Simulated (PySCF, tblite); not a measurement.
# C₅H₉FS₃Si: geometry, infrared bands and NMR shifts

Aim: predict the infrared bands and NMR shifts of C₅H₉FS₃Si (`C/C(=C/F)S[SiH]1SCCS1`).

The runs use tblite 0.8.0 and PySCF 2.14.0, with density-fitted response routines of our own; the level of theory stands in each step. All values are computed, except where a source is named. Atoms count from 0, in the outputs and in this text.

### Step 1. The starting structure

19 atoms, charge 0, multiplicity 1; geometry from: force field or distance geometry start.

Bonds of the start (Å): C0–C1 1.50, C1–C2 1.33, C2–F3 1.36, C1–S4 1.80, S4–Si5 2.12, Si5–S6 2.16, S6–C7 1.83, C7–C8 1.51, C8–S9 1.84, S9–Si5 2.17, C0–H10 1.12, C0–H11 1.10, C0–H12 1.14, C2–H13 1.09, Si5–H14 1.45, C7–H15 1.10, C7–H16 1.12, C8–H17 1.08, C8–H18 1.12.

### Step 2. Geometry optimisation with GFN2-xTB

The job: settings as JSON, then the geometry in Å.

```
{"job": {"kind": "relax", "xc": "GFN2-xTB", "basis": "xTB"}, "charge": 0, "multiplicity": 1}
C     -3.585000    -1.026500     0.717800
C     -2.372300    -0.505900     0.011800
C     -2.404100     0.572500    -0.758900
F     -1.311000     1.062000    -1.410200
S     -0.770300    -1.307800     0.193200
Si     0.750800    -0.345600    -0.920800
S      2.609200    -1.328400    -0.433600
C      3.233000    -0.088900     0.757700
C      3.121700     1.255700     0.087400
S      1.316800     1.580100    -0.106200
H     -4.257400    -1.577700     0.015300
H     -3.316300    -1.712400     1.535800
H     -4.177400    -0.186300     1.200300
H     -3.339000     1.102800    -0.907700
H      0.513200    -0.272600    -2.354400
H      4.260900    -0.321400     1.086600
H      2.521000    -0.072900     1.620900
H      3.641900     2.059800     0.596400
H      3.554300     1.122600    -0.938800
```

The run is started by

```sh
$ OMP_NUM_THREADS=1 python probes_run.py task.json out
```

The driver reads the jobs from task.json and runs them one after another.

**Question.** This job is followed by: GFN2-xTB harmonic vibrations, gas phase; GIAO PBE0/pcSseg-1 NMR shielding, non-relativistic, gas phase. Predict these results of the whole session: strongest single infrared mode (GFN2-xTB); zero-point energy (GFN2-xTB); ¹³C shifts against TMS (PBE0/pcSseg-1, means over atoms taken as alike); ¹H shifts against TMS (PBE0/pcSseg-1, means over atoms taken as alike); ¹⁹F shifts against CFCl3 (PBE0/pcSseg-1); ³³S shifts against CS2 (PBE0/pcSseg-1, means over atoms taken as alike); ²⁹Si shifts against TMS (PBE0/pcSseg-1).

**Answer**, as computed:

| quantity | value |
| --- | --- |
| strongest single infrared mode (GFN2-xTB) | 594 cm⁻¹, 258 km/mol |
| zero-point energy (GFN2-xTB) | 81.9 kcal/mol |
| ¹³C shifts against TMS (PBE0/pcSseg-1, means over atoms taken as alike) | 154.1, 122.7, 41.5, 21.7 ppm |
| ¹H shifts against TMS (PBE0/pcSseg-1, means over atoms taken as alike) | 7.03, 6.51, 2.94, 2.87, 1.90 ppm |
| ¹⁹F shifts against CFCl3 (PBE0/pcSseg-1) | -117.6 ppm |
| ³³S shifts against CS2 (PBE0/pcSseg-1, means over atoms taken as alike) | -43, -87 ppm |
| ²⁹Si shifts against TMS (PBE0/pcSseg-1) | 39.6 ppm |

What this shows: Relaxing lowered the energy by 0.558 eV in 173 steps; the close pair that moved most is C0–H12, from 1.136 to 1.086 Å. All 51 modes are real, so the xTB geometry is a minimum. The strongest single mode, at 594 cm⁻¹, moves mainly H14. GFN2-xTB is a fitted tight-binding method: band positions and strengths are rough. Its intensities can rank the bands wrongly. H13 (hydrogen on an alkene CH) lies farthest downfield among hydrogen, at 7.03 ppm; olefinic region. At PBE0/pcSseg-1: The widest tensor belongs to S6, S9: span 265 ppm, with a paramagnetic part of -468 ppm.
